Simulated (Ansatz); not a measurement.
Working through a single point from a YAML input of TiAu, space group Pm-3m

Computed with the Ansatz DFT code, driven from Python.

Input file `tiau.yaml`:
```yaml
crystal:
  lattice:
    - [3.254, 0.0, 0.0]
    - [0.0, 3.254, 0.0]
    - [0.0, 0.0, 3.254]
  atoms:
    - { symbol: Ti, position: [0.5, 0.5, 0.5] }
    - { symbol: Au, position: [0.0, 0.0, 0.0] }
kpoints:
  mp_grid: { grid: [7, 7, 7] }
hamiltonian:
  xc: lda
scf:
  occupations: { method: fermi_dirac, width: 0.05 }
output:
  stress: true
  eigenvalues: true
```

The cells in order, each with its output:

In [1]:
```python
import warnings

import ansatz as az
```

In [2]:
```python
warnings.simplefilter('ignore', az.DeckWarning)
```

In [3]:
```python
planned = az.Session.from_deck('tiau.yaml').plan(threads=1, pin='off')
result = planned.execute()
summary = result.report
```

In [4]:
```python
summary['kpoints_frac'][:4]
```
Out [4]:
```text
[[0.0, 0.0, 0.0], [0.0, 0.0, 0.14285714285714285], [0.0, 0.0, 0.2857142857142857],
 [0.0, 0.0, 0.42857142857142855]]
```

In [5]:
```python
summary['n_electrons']
```
Out [5]:
```text
31.0
```

In [6]:
```python
energy = summary['free_energy_ev']
print('TiAu: {:.6f} eV = {:.6f} Ry = {:.6f} Ha'.format(energy, energy / 13.605693, energy / 27.211386))
print('Fermi level {:.4f} eV, {} k-points, {} symmetry operations'.format(summary['fermi_energy_ev'], summary['n_kpoints'], summary['n_symmetry_ops']))
```
```text
TiAu: -15315.909963 eV = -1125.698629 Ry = -562.849315 Ha
Fermi level 16.9676 eV, 20 k-points, 48 symmetry operations
```

In [7]:
```python
print('band  energy (eV)  occupation (first spin channel), at k =', summary['kpoints_frac'][0])
for band, (e, occ) in enumerate(zip(summary['eigenvalues_ev'][0], summary['occupations'][0]), start=1):
    print(f'{band:4d} {e:12.4f} {occ:9.4f}')

edges = summary.get('band_edges_ev')
if edges:
    print(f'band edges on the mesh: {edges[0]:.3f} and {edges[1]:.3f} eV, gap {edges[1] - edges[0]:.3f} eV')
else:
    print('no band edges reported (a metal, or a gap too narrow for this smearing); Fermi level', round(summary['fermi_energy_ev'], 3), 'eV')

used = summary['setup']
print('cutoffs (eV):', used['ecut_ev'], used['ecutrho_ev'], ' FFT grid:', used['fft_dense'])
print('cell volume {:.3f} A^3, {} symmetry operations'.format(used['cell_volume_ang3'], used['n_sym_ops']))
```
```text
band  energy (eV)  occupation (first spin channel), at k = [0.0, 0.0, 0.0]
   1     -89.3574    2.0000
   2     -40.6310    2.0000
   3     -40.6310    2.0000
   4     -40.6310    2.0000
   5     -39.9013    2.0000
   6     -16.3842    2.0000
   7     -16.3842    2.0000
   8     -16.3842    2.0000
   9       8.3287    2.0000
  10      10.7989    2.0000
  11      10.7989    2.0000
  12      12.6554    2.0000
  13      12.6554    2.0000
  14      12.6554    2.0000
  15      17.2546    0.0064
  16      17.2546    0.0064
  17      18.9103    0.0000
  18      18.9103    0.0000
  19      18.9103    0.0000
  20      23.6950    0.0000
no band edges reported (a metal, or a gap too narrow for this smearing); Fermi level 16.968 eV
cutoffs (eV): 420.0 1680.0  FFT grid: [24, 24, 24]
cell volume 34.455 A^3, 48 symmetry operations
```

In [8]:
```python
print('energy terms (eV)')
for term, value in summary['components'].items():
    if abs(value) > 1e-9:
        print(f'  {term:26s} {value:16.5f}')
```
```text
energy terms (eV)
  e_band                           -408.33457
  e_kinetic                         874.97131
  e_local                         -2675.79209
  e_nonlocal                         89.75508
  e_hartree                        1118.01099
  e_xc                             -324.04134
  e_vxc                            -397.52063
  e_paw                          -10420.21925
  e_vpaw                           -535.77330
  e_augmentation_tail                 0.00140
  e_ewald                         -3979.41334
  e_core_change                       0.84867
  e_smearing                         -0.03140
```

What to keep in mind:
- Total energies depend on the potentials; only differences at equal settings carry meaning. A total without «per atom» is that of the cell as typed.
- The energy terms are those on the plane-wave grid, with the one-centre PAW part apart; e_band, e_vxc and e_vpaw aren't summands of the total.
- The computed bands are complete only to about 2.3 eV above the Fermi level.
- The mesh is modest for a metal, so energies can be off by several to tens of meV an atom and pressures by half a GPa or more; differences at equal mesh fare better.
- The zero of the levels is a convention of the potentials, so an absolute Fermi energy is no work function.
- At these settings the cell as given stands under about -9 GPa, so it isn't at this functional's equilibrium volume.
- The starting cell is as deposited in a crystallographic database; the results hold for this polymorph, which needn't be the stable one.
- Levels are Kohn-Sham eigenvalues on this mesh, without spin-orbit coupling.
- The whole script took 1.1 s on 1 thread of Arm Neoverse V2 (shared host), peak memory 0.33 GiB.

(Lines on the test bed's own set-up are left out of the output.)
